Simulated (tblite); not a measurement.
# Ge25H34: the cost of one run

Programs: tblite 0.8.0 and PySCF 2.14.0, with routines of our own; each step states its level. All values are computed. Atoms count from 0.

## (1) The system as given

59 atoms, charge 0, multiplicity 1; geometry from: force field, distance geometry or constructed start.

## (2) Relaxing the molecule with GFN2-xTB

The job: settings as JSON, then the geometry in Å.

```
{"job": {"kind": "relax", "xc": "GFN2-xTB", "basis": "xTB"}, "charge": 0, "multiplicity": 1}
Ge    -3.385900    -0.697100    -2.135300
Ge    -3.394000    -0.692700     3.517400
Ge    -3.385600    -3.526600     0.696300
Ge    -0.562500    -0.690900     0.689100
Ge    -1.977300    -2.111000    -0.715800
Ge    -4.808600    -2.110300     2.107200
Ge    -6.219700    -0.693600     0.692000
Ge    -0.558400     2.136400    -2.132200
Ge    -1.973600     0.717100    -3.548600
Ge    -3.393600     2.132900     0.696900
Ge    -1.978400     3.547000    -0.721300
Ge    -1.978800     0.717200     2.109800
Ge    -4.808700     0.719900    -0.714200
Ge     2.269400    -0.695900    -2.136400
Ge     2.265000    -0.690200     3.524500
Ge     2.265300    -3.523700     0.701600
Ge     5.096600    -0.693400     0.696200
Ge     3.680600    -2.113200    -0.720200
Ge     0.852100    -2.108000     2.112300
Ge     5.099000     2.134600    -2.131000
Ge     3.679400     0.723000    -3.546700
Ge     2.266300     2.135200     0.695100
Ge     3.685100     3.552800    -0.712600
Ge     3.677500     0.714900     2.108300
Ge     0.853200     0.721800    -0.718300
H     -4.280300    -1.579500    -3.014600
H     -2.506800    -1.576300     4.406900
H     -4.274800     0.188700     4.408800
H     -2.506900    -4.407200     1.576600
H     -4.273100    -4.407200    -0.184700
H     -1.089400    -2.992500    -1.603700
H     -5.690600    -2.991800     2.993300
H     -7.104200    -1.578500    -0.190000
H     -7.101100     0.186800     1.582300
H      0.322700     3.018900    -3.020400
H     -1.092500    -0.161900    -4.434500
H     -2.860500     1.602700    -4.435700
H     -4.273300     3.019600     1.576000
H     -2.858600     4.427700    -1.602700
H     -1.097800     4.435000     0.165300
H     -1.093100     1.600300     2.996900
H     -5.682800     1.597000    -1.598900
H      1.388700    -1.577600    -3.020700
H      3.153100    -1.579100     4.405800
H      1.380100     0.189800     4.410000
H      3.148600    -4.406000     1.575200
H      1.386200    -4.407500    -0.188700
H      5.979200    -1.576000     1.580900
H      6.287900    -0.014900     0.015500
H      4.566900    -2.992400    -1.600600
H     -0.031600    -3.000400     2.996200
H      5.986100     3.018400    -3.017400
H      6.285900     1.453400    -1.453700
H      4.561600    -0.165700    -4.434600
H      2.799000     1.601700    -4.430100
H      1.383300     3.020100     1.579200
H      2.804900     4.425900    -1.604500
H      4.567700     4.439200     0.163400
H      4.565100     1.601900     2.997100
```

Command:

```
$ OMP_NUM_THREADS=4 python large_run.py task.json out
```

The driver reads the jobs from task.json and runs them one after another.

**Question.** How long does this first job take on 4 threads of AMD EPYC 7R43, shared host, and how much memory does it need?

About 80 s, with a peak of 0.16 GiB.
